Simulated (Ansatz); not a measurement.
# RbCuCl3: the cost of one run

Computed with Ansatz 0.2.0 (DFT r2SCAN, scalar-relativistic, plane waves, PAW, unless a step's input says otherwise).

## (1) Starting point

Symmetry: Pbcn, No. 60, orthorhombic system. Conventional cell: a = 6.970 Å, b = 11.929 Å, c = 6.164 Å, α = 90.00°, β = 90.00°, γ = 90.00°. Around Rb (site symmetry 2) lie 10 Cl at 3.43 to 3.76 Å. Cu (site symmetry -1) is surrounded by 4 Cl at 2.31 to 2.37 Å. Cl (site symmetry 1) has 1 Cu at 2.31 Å as nearest neighbours. Cl (site symmetry 2) is surrounded by 2 Cu at 2.37 Å.

As a file:

```
Rb Cu Cl
1.0
     6.97050    0.00000    0.00000
     0.00000   11.92860    0.00000
     0.00000    0.00000    6.16380
Rb Cu Cl
4 4 12
Cartesian
  0.0000 7.9767 4.6228
  3.4853 9.9162 1.5410
  0.0000 3.9519 1.5410
  3.4853 2.0124 4.6228
  0.0000 0.0000 0.0000
  3.4853 5.9643 3.0819
  0.0000 0.0000 3.0819
  3.4853 5.9643 0.0000
  5.2788 10.9373 4.9483
  5.1770 6.9556 1.8664
  1.6917 10.9373 4.2974
  1.7935 6.9556 1.2155
  1.6917 0.9913 1.2155
  1.7935 4.9730 4.2974
  5.2788 0.9913 1.8664
  5.1770 4.9730 4.9483
  0.0000 10.1286 1.5410
  3.4853 7.7643 4.6228
  0.0000 1.8000 4.6228
  3.4853 4.1643 1.5410
```

The structure rests on an entry of the Crystallography Open Database; cell or positions may have been set otherwise for this series.

## (2) Single point: RbCuCl3, moments ++++

File input.yaml:

```yaml
crystal:
  lattice:
    - [6.9705, 0.0, 0.0]
    - [0.0, 11.9286, 0.0]
    - [0.0, 0.0, 6.1638]
  atoms:
    - { symbol: Rb, position: [0.0, 0.6687, 0.75] }
    - { symbol: Rb, position: [0.5, 0.8313, 0.25] }
    - { symbol: Rb, position: [0.0, 0.3313, 0.25] }
    - { symbol: Rb, position: [0.5, 0.1687, 0.75] }
    - { symbol: Cu, position: [0.0, 0.0, 0.0], spin: 1.0 }
    - { symbol: Cu, position: [0.5, 0.5, 0.5], spin: 1.0 }
    - { symbol: Cu, position: [0.0, 0.0, 0.5], spin: 1.0 }
    - { symbol: Cu, position: [0.5, 0.5, 0.0], spin: 1.0 }
    - { symbol: Cl, position: [0.7573, 0.9169, 0.8028] }
    - { symbol: Cl, position: [0.7427, 0.5831, 0.3028] }
    - { symbol: Cl, position: [0.2427, 0.9169, 0.6972] }
    - { symbol: Cl, position: [0.2573, 0.5831, 0.1972] }
    - { symbol: Cl, position: [0.2427, 0.0831, 0.1972] }
    - { symbol: Cl, position: [0.2573, 0.4169, 0.6972] }
    - { symbol: Cl, position: [0.7573, 0.0831, 0.3028] }
    - { symbol: Cl, position: [0.7427, 0.4169, 0.8028] }
    - { symbol: Cl, position: [0.0, 0.8491, 0.25] }
    - { symbol: Cl, position: [0.5, 0.6509, 0.75] }
    - { symbol: Cl, position: [0.0, 0.1509, 0.75] }
    - { symbol: Cl, position: [0.5, 0.3491, 0.25] }
magnetization:
  spin_polarized: true
scf:
  occupations: { method: gaussian, width: 0.02 }
output:
  forces: true
  stress: true
  populations: true
  write_density: true
  write_potential: true
  elf: true
  volumetric_format: npy
hamiltonian:
  xc: r2scan
kpoints:
  mp_grid: { grid: [4, 2, 4] }
```

Launch:

```
$ ansatz run input.yaml --threads 8 --pin off --max-ram 16384MiB --backend cpu --events-out ev --progress --plain --runs-dir out
```

**Question.** How long does this run take on 8 threads of Intel Xeon 6975P-C (Granite Rapids), shared host, and how much memory does it need?

About 41 s, with a peak of 5.3 GiB.
